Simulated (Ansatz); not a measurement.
Run this with the Python package of Ansatz (0.2.0) and show what comes out.

The script, `methods_c2h5alo.py`:
```python
"""C2H5AlO at several levels of theory."""

import logging
import sys

import ansatz as az

logging.basicConfig(stream=sys.stdout, format="%(levelname)s:%(name)s:%(message)s")
log = logging.getLogger("calc")
log.setLevel(logging.INFO)

GEOMETRY = """
C     0.39830    1.09670   -0.57790
C     0.59910   -0.26520   -0.14090
O     1.64730   -0.79290   -0.36820
Al   -0.73030   -1.26190    0.79700
H     1.25440    1.55730   -1.09810
H     0.08920    1.78860    0.28410
H    -0.46460    1.15720   -1.30980
H    -0.48990   -2.75470    1.26940
H    -2.21490   -0.57140    1.12730
"""


def main() -> None:
    molecule = az.Crystal.molecule()
    for line in GEOMETRY.strip().splitlines():
        symbol, *xyz = line.split()
        molecule = molecule.atom(symbol, [float(v) for v in xyz])

    model = molecule.calculation().basis(gaussian="cc-pVDZ")

    methods = ["mp2", "ccsd", "ccsd_t"]
    batch = az.Session.batch([model.correlation(m).input() for m in methods])
    reports = sorted(batch.plan().execute().molecular_reports, key=lambda each: each["member"])
    log.info(f"Hartree-Fock reference {reports[0]['reference_energy_ev'] / 27.211386246:.6f} Ha")
    best = reports[-1]["free_energy_ev"] - reports[-1]["reference_energy_ev"]
    for method, each in zip(methods, reports):
        gained = each["free_energy_ev"] - each["reference_energy_ev"]
        log.info(f"{method:8s} total {each['free_energy_ev'] / 27.211386246:.6f} Ha  correlation {gained:9.4f} eV  ({100 * gained / best:.1f} % of the last)")


if __name__ == "__main__":
    main()
```

Output of `python methods_c2h5alo.py`:
```text
INFO:calc:Hartree-Fock reference -395.388874 Ha
INFO:calc:mp2      total -395.905058 Ha  correlation  -14.0461 eV  (89.8 % of the last)
INFO:calc:ccsd     total -395.946436 Ha  correlation  -15.1720 eV  (97.0 % of the last)
INFO:calc:ccsd_t   total -395.963606 Ha  correlation  -15.6393 eV  (100.0 % of the last)
```

Notes:
- Total energies depend on the basis set; only differences at equal settings carry meaning.
- The geometry is a force-field or estimated start, not a minimum of this method, and the basis set is short of its limit. A lower total doesn't mark the better method: functionals have no common bound, and MP2 and coupled cluster aren't variational.
- Inner cores stay frozen, so this is valence correlation.
- For Al to Cl the sets with a tight d function, cc-pV(X+d)Z, are usual.
